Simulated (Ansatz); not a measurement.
# C2H2BCl: single points with varied inputs

Aim: run C2H2BCl under a spread of inputs, and see what each costs and gives.

The runs use Ansatz 0.2.0, Gaussian basis; the settings change from run to run.

### 1 The molecule

The geometry comes from an earlier relaxation with PBE0-D4 in a triple-zeta def2 set; it is a stationary point.

6 atoms, charge 0, spin multiplicity 1.

Atoms are counted from 1 here; the program's logs count them from 0.

Bond lengths: Cl1–B2 1.727 Å, B2–C3 1.463 Å, B2–C4 1.463 Å, C3–C4 1.351 Å, C3–H5 1.082 Å, C4–H6 1.082 Å. Angles: Cl1–B2–C3 152.5°, Cl1–B2–C4 152.5°, C3–B2–C4 55.0°, B2–C3–C4 62.5°, B2–C3–H5 159.4°, C4–C3–H5 138.1°, B2–C4–C3 62.5°, B2–C4–H6 159.4°, C3–C4–H6 138.1°.

### 2 SVWN5/6-31G

This run has multiplicity 3, coordinates scaled by 1.12, a point charge of 2.00 e beside it.

The input, in.yaml:

```yaml
crystal:
  periodic: [false, false, false]
  atoms:
    - {symbol: Cl, position_ang: [-1.257106, -0.680728, 2.455986]}
    - {symbol: B, position_ang: [-0.398563, -0.226819, 0.783248]}
    - {symbol: C, position_ang: [0.451439, 0.783645, -0.186263]}
    - {symbol: C, position_ang: [0.041206, -0.555388, -0.760168]}
    - {symbol: H, position_ang: [1.054779, 1.771629, -0.543113]}
    - {symbol: H, position_ang: [0.155397, -1.164020, -1.801322]}
basis:
  gaussian: {orbitals: 6-31G, point_charges: [{charge: 2.00, position_ang: [4.654, 0.919, -0.297]}]}
magnetization: {spin_polarized: true, initial_magnetization: 2}
hamiltonian: {xc: {name: SVWN5}}
output: {forces: true}
```

On the command line:

```bash
$ ansatz run in.yaml --threads 2 --pin off --events-out ev --progress --plain --max-ram 4352MiB
```

Log:

```text
Functional definition: SVWN5
  name "SVWN5"
  cite "Dirac, Proc. Camb. Phil. Soc. 26, 376 (1930) doi:10.1017/S0305004100016108"
  cite "Slater, Phys. Rev. 81, 385 (1951) doi:10.1103/PhysRev.81.385"
  cite "Vosko, Wilk & Nusair, Can. J. Phys. 58, 1200 (1980) doi:10.1139/p80-159"
  exchange = slater_x
  correlation = vwn5_c
584 factors; integrals over basis functions are off by at most 2.4e-4 eV
mean field evaluation 1: about -15213.3808 eV, gradient 4.7e1 eV
mean field evaluation 2: about -15115.3738 eV, gradient 1.1e2 eV
mean field evaluation 4: about -15220.8581 eV, gradient 3.6e1 eV
mean field evaluation 8: about -15229.6975 eV, gradient 2.2e-1 eV
mean field evaluation 16: about -15229.6925 eV, gradient 4.0e-3 eV
mean field evaluation 32: about -15225.3688 eV, gradient 1.7e1 eV
mean field evaluation 64: about -15227.1825 eV, gradient 3.1e0 eV
mean field -15229.69246607 eV, -559.6808750717 hartree, gradient 7.7e-6 eV, S^2 2.009622; 8 other end points of the search recorded, 0 dependent functions left out
the calculation of the forces begins
reference -15229.69248818 eV, -559.6808758843 hartree; 19, 17 occupied and 25, 27 virtual orbitals, 584 factors
Total energy: -15229.69248818 eV, -559.6808758843 hartree
Atom 0 at    -1.257106    -0.680728     2.455986 Å, force     1.485438     0.792421    -2.910126 eV/Å
Atom 1 at    -0.398563    -0.226819     0.783248 Å, force    -0.054037    -0.058575    -0.610414 eV/Å
Atom 2 at     0.451439     0.783645    -0.186263 Å, force     1.121448    -1.233247    -0.917779 eV/Å
Atom 3 at     0.041206    -0.555388    -0.760168 Å, force     0.745527     1.584747     0.240527 eV/Å
Atom 4 at     1.054779     1.771629    -0.543113 Å, force    -2.180238    -1.957856     1.296621 eV/Å
Atom 5 at     0.155397    -1.164020    -1.801322 Å, force    -0.802262     0.952404     2.848343 eV/Å
Dipole moment:    -0.348985    -0.230775     0.133614 e Å
```

Run time: 1.6 s. Hardware: 2 threads of Arm Neoverse V1, shared host.

Largest force 3.362 eV/Å, dipole 2.11 D, ⟨S²⟩ 2.010.

### 3 PBE-QIDH/cc-pVDZ

Options: density fitting with def2-universal-jkfit, a grid of angular degree 47, finite nuclei.

The input, in.yaml:

```yaml
crystal:
  periodic: [false, false, false]
  atoms:
    - {symbol: Cl, position_ang: [-1.122416, -0.607792, 2.192845]}
    - {symbol: B, position_ang: [-0.355860, -0.202517, 0.699329]}
    - {symbol: C, position_ang: [0.403070, 0.699683, -0.166306]}
    - {symbol: C, position_ang: [0.036791, -0.495882, -0.678721]}
    - {symbol: H, position_ang: [0.941767, 1.581812, -0.484923]}
    - {symbol: H, position_ang: [0.138748, -1.039304, -1.608323]}
basis:
  gaussian: {orbitals: cc-pVDZ, fitting: {mean_field: def2-universal-jkfit}, final_grid: {core_spheres: 20, valence_spheres: 16, degree: 47}, nuclear_model: gaussian}
hamiltonian: {xc: {name: PBE-QIDH}}
```

Same command.

Log, cut to the lines that bear on the results:

```text
Functional definition: PBE-QIDH
  name "PBE-QIDH"
  cite "Brémond, Sancho-García, Pérez-Jiménez & Adamo, J. Chem. Phys. 141, 031101 (2014) doi:10.1063/1.4890314"
  cite "Perdew, Burke & Ernzerhof, Phys. Rev. Lett. 77, 3865 (1996) doi:10.1103/PhysRevLett.77.3865"
[...]
389 factors; integrals over basis functions are off by at most 2.1e-1 eV
[...]
mean field -15288.83619882 eV, -561.8543671611 hartree, gradient 6.7e-7 eV, S^2 0.000000; 0 other end points of the search recorded, 0 dependent functions left out
8 core orbitals not correlated: weight in the atoms' cores, before any rotation towards them, 1.000 or more for the frozen orbitals, at most 0.000 for the correlated occupied ones
reference -15288.83620737 eV, -561.8543674756 hartree; 10, 10 occupied and 52, 52 virtual orbitals, 389 factors
second order -14.19433168 eV of doubles, -0.00000000 eV of singles
Total energy: -15293.56765126 eV, -562.0282448315 hartree
```

It took 1.8 s on 2 threads of Arm Neoverse V1, shared host.

### 4 wB97M-V/aug-pcseg-2

Options: high accuracy.

Edit in.yaml of step 3 so:

```diff
@@ -10,3 +10,5 @@
 basis:
-  gaussian: {orbitals: cc-pVDZ, fitting: {mean_field: def2-universal-jkfit}, final_grid: {core_spheres: 20, valence_spheres: 16, degree: 47}, nuclear_model: gaussian}
-hamiltonian: {xc: {name: PBE-QIDH}}
+  gaussian: {orbitals: aug-pcseg-2}
+hamiltonian: {xc: {name: wB97M-V}}
+accuracy: high
+output: {forces: true}
```

Same command.

Log, cut to the lines that bear on the results:

```text
Functional definition: wB97M-V
  name "wB97M-V"
  cite "Mardirossian & Head-Gordon, J. Chem. Phys. 144, 214110 (2016) doi:10.1063/1.4952647"
  cite "Becke, J. Chem. Phys. 107, 8554 (1997) doi:10.1063/1.475007"
  cite "Vydrov & Van Voorhis, J. Chem. Phys. 133, 244103 (2010) doi:10.1063/1.3521275"
  # Of w^i u^j: cxij and so on, Table III.
[...]
  gx(w, u) = 1 - cx + cx01*u + cx10*w
  gss(w, u) = css00 + css04*u^4 + css10*w + css20*w^2 + css43*w^4*u^3
  gos(w, u) = cos00 + cos10*w + (cos20 + cos21*u)*w^2 + (cos60 + cos61*u)*w^6
[...]
      + integral(e_c_pw_mod_opposite_spin*gos(b97_w_opposite, b97_u_opposite)) + vv10(b, c)
3399 factors; integrals over basis functions are off by at most 3.6e-9 eV
659 factors; integrals over basis functions are off by at most 2.5e-9 eV
[...]
mean field -15304.59778696 eV, -562.4335948417 hartree, gradient 2.2e-8 eV, S^2 0.000000; 0 other end points of the search recorded, 0 dependent functions left out
[...]
reference -15304.59779521 eV, -562.4335951449 hartree; 18, 18 occupied and 216, 216 virtual orbitals, 3399 factors
Total energy: -15304.59779521 eV, -562.4335951449 hartree
Atom 0 at    -1.122416    -0.607792     2.192845 Å, force    -0.090578    -0.047888     0.176478 eV/Å
Atom 1 at    -0.355860    -0.202517     0.699329 Å, force     0.114477     0.060523    -0.223041 eV/Å
Atom 2 at     0.403070     0.699683    -0.166306 Å, force     0.050759     0.106167    -0.001818 eV/Å
Atom 3 at     0.036791    -0.495882    -0.678721 Å, force    -0.007244    -0.083161    -0.082964 eV/Å
Atom 4 at     0.941767     1.581812    -0.484923 Å, force    -0.068747    -0.132195     0.016652 eV/Å
Atom 5 at     0.138748    -1.039304    -1.608323 Å, force     0.001334     0.096554     0.114693 eV/Å
Dipole moment:     0.190057     0.100482    -0.370298 e Å
```

Run time: 94 s. Hardware: 2 threads of Arm Neoverse V1, shared host; peak memory 1.9 GiB.

Largest force 0.258 eV/Å, dipole 2.06 D.

### 5 wB97/def2-mTZVP

Edit in.yaml of step 4 so:

```diff
@@ -10,5 +10,4 @@
 basis:
-  gaussian: {orbitals: aug-pcseg-2}
-hamiltonian: {xc: {name: wB97M-V}}
-accuracy: high
+  gaussian: {orbitals: def2-mTZVP}
+hamiltonian: {xc: {name: wB97}}
 output: {forces: true}
```

Same command.

Log, cut to the lines that bear on the results:

```text
Functional definition: wB97
  name "wB97"
  cite "Chai & Head-Gordon, J. Chem. Phys. 128, 084106 (2008) doi:10.1063/1.2834918"
  cite "Becke, J. Chem. Phys. 107, 8554 (1997) doi:10.1063/1.475007"
[...]
  # The coefficients of nought are those of the uniform gas.
[...]
      + integral(e_c_pw_opposite_spin*poly(b97_u_opposite, 1, cos1, cos2, cos3, cos4))
859 factors; their error is unknown
264 factors; integrals over basis functions are off by at most 2.5e-5 eV
[...]
mean field -15305.23834703 eV, -562.4571349900 hartree, gradient 7.7e-5 eV, S^2 0.000000; 0 other end points of the search recorded, 0 dependent functions left out
[...]
reference -15305.23833782 eV, -562.4571346517 hartree; 18, 18 occupied and 67, 67 virtual orbitals, 859 factors
Total energy: -15305.23833782 eV, -562.4571346517 hartree
Atom 0 at    -1.122416    -0.607792     2.192845 Å, force    -0.136332    -0.072078     0.265623 eV/Å
Atom 1 at    -0.355860    -0.202517     0.699329 Å, force     0.171891     0.090878    -0.334904 eV/Å
Atom 2 at     0.403070     0.699683    -0.166306 Å, force    -0.030952    -0.018065     0.058224 eV/Å
Atom 3 at     0.036791    -0.495882    -0.678721 Å, force    -0.029709    -0.014006     0.059964 eV/Å
Atom 4 at     0.941767     1.581812    -0.484923 Å, force     0.017106     0.021502    -0.018082 eV/Å
Atom 5 at     0.138748    -1.039304    -1.608323 Å, force     0.007997    -0.008231    -0.030826 eV/Å
Dipole moment:     0.208588     0.110279    -0.406403 e Å
```

Run time: 2.8 s. Hardware: 2 threads of Arm Neoverse V1, shared host.

Largest force 0.387 eV/Å, dipole 2.26 D.

### 6 wB97M-V/aug-cc-pVDZ

Set apart from the defaults: high accuracy.

Edit in.yaml of step 5 so:

```diff
@@ -10,4 +10,5 @@
 basis:
-  gaussian: {orbitals: def2-mTZVP}
-hamiltonian: {xc: {name: wB97}}
+  gaussian: {orbitals: aug-cc-pVDZ}
+hamiltonian: {xc: {name: wB97M-V}}
+accuracy: high
 output: {forces: true}
```

Launched as before.

Log, cut to the lines that bear on the results:

```text
Functional definition: wB97M-V
  name "wB97M-V"
  cite "Mardirossian & Head-Gordon, J. Chem. Phys. 144, 214110 (2016) doi:10.1063/1.4952647"
  cite "Becke, J. Chem. Phys. 107, 8554 (1997) doi:10.1063/1.475007"
  cite "Vydrov & Van Voorhis, J. Chem. Phys. 133, 244103 (2010) doi:10.1063/1.3521275"
  # Of w^i u^j: cxij and so on, Table III.
[...]
  gx(w, u) = 1 - cx + cx01*u + cx10*w
  gss(w, u) = css00 + css04*u^4 + css10*w + css20*w^2 + css43*w^4*u^3
  gos(w, u) = cos00 + cos10*w + (cos20 + cos21*u)*w^2 + (cos60 + cos61*u)*w^6
[...]
      + integral(e_c_pw_mod_opposite_spin*gos(b97_w_opposite, b97_u_opposite)) + vv10(b, c)
2133 factors; integrals over basis functions are off by at most 3.5e-9 eV
504 factors; integrals over basis functions are off by at most 2.0e-9 eV
[...]
mean field -15303.57931298 eV, -562.3961666133 hartree, gradient 1.5e-8 eV, S^2 0.000000; 0 other end points of the search recorded, 0 dependent functions left out
[...]
reference -15303.57932319 eV, -562.3961669887 hartree; 18, 18 occupied and 96, 96 virtual orbitals, 2133 factors
Total energy: -15303.57932319 eV, -562.3961669887 hartree
Atom 0 at    -1.122416    -0.607792     2.192845 Å, force    -0.230729    -0.121985     0.449542 eV/Å
Atom 1 at    -0.355860    -0.202517     0.699329 Å, force     0.007682     0.004061    -0.014967 eV/Å
Atom 2 at     0.403070     0.699683    -0.166306 Å, force     0.201241     0.535851     0.133443 eV/Å
Atom 3 at     0.036791    -0.495882    -0.678721 Å, force    -0.112759    -0.489072    -0.305836 eV/Å
Atom 4 at     0.941767     1.581812    -0.484923 Å, force     0.101193     0.146259    -0.083651 eV/Å
Atom 5 at     0.138748    -1.039304    -1.608323 Å, force     0.033372    -0.075115    -0.178531 eV/Å
Dipole moment:     0.197459     0.104395    -0.384719 e Å
```

Run time: 44 s. Hardware: 2 threads of Arm Neoverse V1, shared host; peak memory 0.69 GiB.

Largest force 0.588 eV/Å, dipole 2.14 D.

### 7 RPA/def2-SVP

This run has coordinates scaled by 1.05, correlated electrons set to all, high accuracy, the search for lower states set to off.

The input, in.yaml:

```yaml
crystal:
  periodic: [false, false, false]
  atoms:
    - {symbol: Cl, position_ang: [-1.178537, -0.638182, 2.302487]}
    - {symbol: B, position_ang: [-0.373653, -0.212642, 0.734295]}
    - {symbol: C, position_ang: [0.423224, 0.734667, -0.174622]}
    - {symbol: C, position_ang: [0.038631, -0.520676, -0.712657]}
    - {symbol: H, position_ang: [0.988856, 1.660902, -0.509169]}
    - {symbol: H, position_ang: [0.145685, -1.091269, -1.688739]}
basis:
  gaussian: {orbitals: def2-SVP}
hamiltonian: {xc: {name: PBE}}
correlation: {method: rpa, electrons: all}
accuracy: high
scf: {lower_state_search: off}
```

Launched as before.

Log, cut to the lines that bear on the results:

```text
Functional definition: PBE
  name "PBE"
  cite "Perdew, Burke & Ernzerhof, Phys. Rev. Lett. 77, 3865 (1996) doi:10.1103/PhysRevLett.77.3865"
  parent pbe
[...]
1524 factors; integrals over basis functions are off by at most 4.0e-9 eV
[...]
mean field -15289.71151947 eV, -561.8865346018 hartree, gradient 1.7e-8 eV, S^2 0.000000; 0 other end points of the search recorded, 0 dependent functions left out
reference -15260.36805036 eV, -560.8081820017 hartree; 18, 18 occupied and 52, 52 virtual orbitals, 1524 factors
Total energy: -15281.56369771 eV, -561.5871076749 hartree
Checks for a lower state left out: stability, starts, cluster_reference, orbital_swaps, neighbouring_geometries, increment
```

Wall time 2.8 s (2 threads of Arm Neoverse V1, shared host).

### 8 B97M-V/ANO-RCC-VTZP

Options: finite nuclei.

The input, in.yaml:

```yaml
crystal:
  periodic: [false, false, false]
  atoms:
    - {symbol: Cl, position_ang: [-1.122416, -0.607792, 2.192845]}
    - {symbol: B, position_ang: [-0.355860, -0.202517, 0.699329]}
    - {symbol: C, position_ang: [0.403070, 0.699683, -0.166306]}
    - {symbol: C, position_ang: [0.036791, -0.495882, -0.678721]}
    - {symbol: H, position_ang: [0.941767, 1.581812, -0.484923]}
    - {symbol: H, position_ang: [0.138748, -1.039304, -1.608323]}
basis:
  gaussian: {orbitals: ANO-RCC-VTZP, nuclear_model: gaussian}
hamiltonian: {xc: {name: B97M-V}}
output: {forces: true}
```

Same command.

Log, cut to the lines that bear on the results:

```text
Functional definition: B97M-V
  name "B97M-V"
  cite "Mardirossian & Head-Gordon, J. Chem. Phys. 142, 074111 (2015) doi:10.1063/1.4907719"
  cite "Becke, J. Chem. Phys. 107, 8554 (1997) doi:10.1063/1.475007"
  cite "Vydrov & Van Voorhis, J. Chem. Phys. 133, 244103 (2010) doi:10.1063/1.3521275"
  # Of w^i u^j: cxij and so on, Table III.
[...]
  gx(w, u) = cx00 + cx01*u + cx02*u^2 + (cx10 + cx11*u)*w
  gss(w, u) = css00 + css02*u^2 + css10*w + (css32*w^3 + css42*w^4)*u^2
  gos(w, u) = cos00 + cos01*u + cos03*u^3 + cos10*w + cos32*w^3*u^2
[...]
      + integral(e_c_pw_mod_opposite_spin*gos(b97_w_opposite, b97_u_opposite)) + vv10(b, c)
1125 factors; their error is unknown
[...]
mean field -15343.19155019 eV, -563.8518894807 hartree, gradient 7.5e-5 eV, S^2 0.000000; 0 other end points of the search recorded, 0 dependent functions left out
[...]
reference -15343.19162833 eV, -563.8518923523 hartree; 18, 18 occupied and 134, 134 virtual orbitals, 1125 factors
Total energy: -15343.19162833 eV, -563.8518923523 hartree
Relativity: scalar
Atom 0 at    -1.122416    -0.607792     2.192845 Å, force     0.009740     0.005150    -0.018978 eV/Å
Atom 1 at    -0.355860    -0.202517     0.699329 Å, force     0.104119     0.055047    -0.202860 eV/Å
Atom 2 at     0.403070     0.699683    -0.166306 Å, force     0.005165     0.032430     0.026281 eV/Å
Atom 3 at     0.036791    -0.495882    -0.678721 Å, force    -0.016550    -0.038450    -0.004098 eV/Å
Atom 4 at     0.941767     1.581812    -0.484923 Å, force    -0.093783    -0.165961     0.040307 eV/Å
Atom 5 at     0.138748    -1.039304    -1.608323 Å, force    -0.008691     0.111784     0.159348 eV/Å
Dipole moment:     0.183227     0.096871    -0.356991 e Å
```

Run time: 12 s. Hardware: 2 threads of Arm Neoverse V1, shared host.

Largest force 0.235 eV/Å, dipole 1.98 D.

### 9 HSE06/cc-pVTZ-DK

This run has charge +1, multiplicity 2, a grid of angular degree 23, a point charge of -1.00 e beside it, D3(BJ) with three-body dispersion, high accuracy, the search for lower states set to light.

Edit in.yaml of step 8 so:

```diff
@@ -10,4 +10,7 @@
 basis:
-  gaussian: {orbitals: ANO-RCC-VTZP, nuclear_model: gaussian}
-hamiltonian: {xc: {name: B97M-V}}
-output: {forces: true}
+  gaussian: {orbitals: cc-pVTZ-DK, final_grid: {core_spheres: 8, valence_spheres: 7, degree: 23}, point_charges: [{charge: -1.00, position_ang: [5.265, 0.798, 0.105]}]}
+total_charge: 1
+magnetization: {spin_polarized: true, initial_magnetization: 1}
+hamiltonian: {xc: {name: HSE06}, dispersion: d3bjatm}
+accuracy: high
+scf: {lower_state_search: light}
```

Same command.

Log, cut to the lines that bear on the results:

```text
Functional definition: HSE06
  name "HSE06"
  cite "Heyd, Scuseria & Ernzerhof, J. Chem. Phys. 118, 8207 (2003) doi:10.1063/1.1564060"
  cite "Krukau, Vydrov, Izmaylov & Scuseria, J. Chem. Phys. 125, 224106 (2006) doi:10.1063/1.2404663"
  cite "Heyd & Scuseria, J. Chem. Phys. 120, 7274 (2004) doi:10.1063/1.1668634"
  cite "Ernzerhof & Perdew, J. Chem. Phys. 109, 3313 (1998) doi:10.1063/1.476928"
  cite "Perdew, Burke & Ernzerhof, Phys. Rev. Lett. 77, 3865 (1996) doi:10.1103/PhysRevLett.77.3865"
  parent pbe
[...]
  # The whole range is PBE's own exchange, as in plane waves. The composition of these papers is wPBEh.
[...]
2478 factors; integrals over basis functions are off by at most 3.5e-9 eV
91 factors; integrals over basis functions are off by at most 1.7e-9 eV
[...]
mean field -15330.46540332 eV, -563.3842122095 hartree, gradient 9.8e-8 eV, S^2 0.754068; 2 other end points of the search recorded, 0 dependent functions left out
reference -15330.46540550 eV, -563.3842122893 hartree; 18, 17 occupied and 134, 135 virtual orbitals, 2478 factors
Total energy: -15330.54185641 eV, -563.3870218086 hartree
Relativity: scalar
```

It took 7.5 s on 2 threads of Arm Neoverse V1, shared host; peak memory 0.66 GiB.

⟨S²⟩ 0.754.

### 10 BHLYP/x2c-TZVPPall

This run has charge +1, multiplicity 2, atoms shaken by 0.08 Å, D3(BJ) with three-body dispersion.

The input, in.yaml:

```yaml
crystal:
  periodic: [false, false, false]
  atoms:
    - {symbol: Cl, position_ang: [-1.007619, -0.723941, 2.152042]}
    - {symbol: B, position_ang: [-0.310009, -0.154140, 0.688519]}
    - {symbol: C, position_ang: [0.418134, 0.565593, -0.251412]}
    - {symbol: C, position_ang: [0.049337, -0.483628, -0.595204]}
    - {symbol: H, position_ang: [0.876356, 1.579990, -0.522112]}
    - {symbol: H, position_ang: [0.231933, -0.984728, -1.612779]}
basis:
  gaussian: {orbitals: x2c-TZVPPall}
total_charge: 1
magnetization: {spin_polarized: true, initial_magnetization: 1}
hamiltonian: {xc: {name: BHLYP}, dispersion: d3bjatm}
```

Same command.

Log:

```text
Functional definition: BHLYP
  name "BHLYP"
  cite "Becke, J. Chem. Phys. 98, 1372 (1993) doi:10.1063/1.464304"
  cite "Becke, Phys. Rev. A 38, 3098 (1988) doi:10.1103/PhysRevA.38.3098"
  cite "Lee, Yang & Parr, Phys. Rev. B 37, 785 (1988) doi:10.1103/PhysRevB.37.785"
  parameter a = 0.5
  exchange = (1 - a)*b88_x + a*exact_x
  correlation = lyp_c
1102 factors; their error is unknown
mean field evaluation 1: about -15320.6004 eV, gradient 5.1e1 eV
mean field evaluation 2: about -15317.0268 eV, gradient 5.5e1 eV
mean field evaluation 4: about -15332.6102 eV, gradient 4.0e0 eV
mean field evaluation 8: about -15332.7098 eV, gradient 1.6e-1 eV
mean field evaluation 16: about -15332.8011 eV, gradient 4.1e-3 eV
mean field -15332.80105420 eV, -563.4700457961 hartree, gradient 1.8e-5 eV, S^2 0.757713; 0 other end points of the search recorded, 0 dependent functions left out
reference -15332.80120491 eV, -563.4700513344 hartree; 18, 17 occupied and 145, 146 virtual orbitals, 1102 factors
Total energy: -15332.96835031 eV, -563.4761938146 hartree
Relativity: scalar
```

Wall time 4.3 s (2 threads of Arm Neoverse V1, shared host).

⟨S²⟩ 0.758.

### 11 All runs side by side

```
              level  charge  multiplicity               geometry  functions  energy (eV)   time
        SVWN5/6-31G       0             3   scaled, point charge         44   -15229.692  1.6 s
   PBE-QIDH/cc-pVDZ       0             1                relaxed         70   -15293.568  1.8 s
wB97M-V/aug-pcseg-2       0             1                relaxed        234   -15304.598   94 s
    wB97/def2-mTZVP       0             1                relaxed         85   -15305.238  2.8 s
wB97M-V/aug-cc-pVDZ       0             1                relaxed        114   -15303.579   44 s
       RPA/def2-SVP       0             1                 scaled         70   -15281.564  2.8 s
B97M-V/ANO-RCC-VTZP       0             1                relaxed        152   -15343.192   12 s
   HSE06/cc-pVTZ-DK       1             2  relaxed, point charge        152   -15330.542  7.5 s
 BHLYP/x2c-TZVPPall       1             2                 shaken        163   -15332.968  4.3 s
```

### 12 Summary of results

```
                                         quantity                      value
                                             runs                          9
                                         quickest         SVWN5/6-31G, 1.6 s
                                          slowest  wB97M-V/aug-pcseg-2, 94 s
spread of total energies, same state and geometry                    49.6 eV
                  dipole, same state and geometry             1.98 to 2.26 D
```

What this shows: wB97M-V/aug-pcseg-2 took 58 times as long as SVWN5/6-31G. The jobs differ in tasks and options as well as level. The totals spread over 50 eV; they can't be compared across methods or bases. Some of these runs are scalar-relativistic and others not, which shifts the totals of all-electron atoms past neon by eV; core potentials, where a basis has them, take the core out of the total altogether. At the PBE0-D4/def2-TZVP geometry and in the same state, runs without warnings or point charges leave forces up to 0.59 eV/Å (wB97M-V/aug-cc-pVDZ). At that geometry and state the dipole changes by 14 % between the lowest and highest value.
